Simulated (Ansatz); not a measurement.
Run this with Ansatz's Python interface and show what comes out.

`cas_fgeh4p.py`:
```python
# -*- coding: utf-8 -*-
"""Active-space calculation on FGeH4P."""

import warnings

import ansatz as az

params = {
    "basis": "def2-SVP",
}

warnings.simplefilter("ignore", az.DeckWarning)

geometry = (
    az.Crystal.molecule()
    .atom("F", (-1.7597, -0.7587, 1.1678))
    .atom("Ge", (-0.8093, 0.1345, -0.0079))
    .atom("P", (1.3787, 0.1681, 0.6495))
    .atom("H", (-0.92, -0.5534, -1.3925))
    .atom("H", (-1.3408, 1.5872, -0.1076))
    .atom("H", (1.8552, 0.6533, -0.6341))
    .atom("H", (1.596, -1.231, 0.3247))
)

calc = (
    geometry.calculation()
    .basis(gaussian=params["basis"])
    .correlation(active_electrons=4, active_orbitals=4)
)
for method in [None]:
    rep = (calc if method is None else calc.correlation(method)).run(threads=1, pin="off").report
    space = rep["configurations"]
    state = space["states"][0]
    print(method or "casscf", f"total {rep['free_energy_ev'] / 27.211386246:.6f} Ha, active-space state {state['energy']['hartree']:.6f} Ha, mean field {rep['reference_energy_ev'] / 27.211386246:.6f} Ha")
    print("  determinants", state["n_determinants"], " natural occupations", [round(n, 3) for n in space["natural_occupations"]])
```

```console
$ python cas_fgeh4p.py
casscf total -2517.479172 Ha, active-space state -2517.479172 Ha, mean field -2517.448216 Ha
  determinants 36  natural occupations [1.979, 1.973, 0.024, 0.024]
```

Notes:
- Total energies depend on the basis set; only differences at equal settings carry meaning.
- The geometry is a force-field or estimated start, not a minimum of this method, and the basis set is short of its limit. The active space starts as a window about the frontier orbitals and is then optimised, not chosen by chemistry.
- Wall time of the script: 7.1 s on 1 thread of Arm Neoverse V2, with other jobs on the host, peak memory 0.27 GiB.
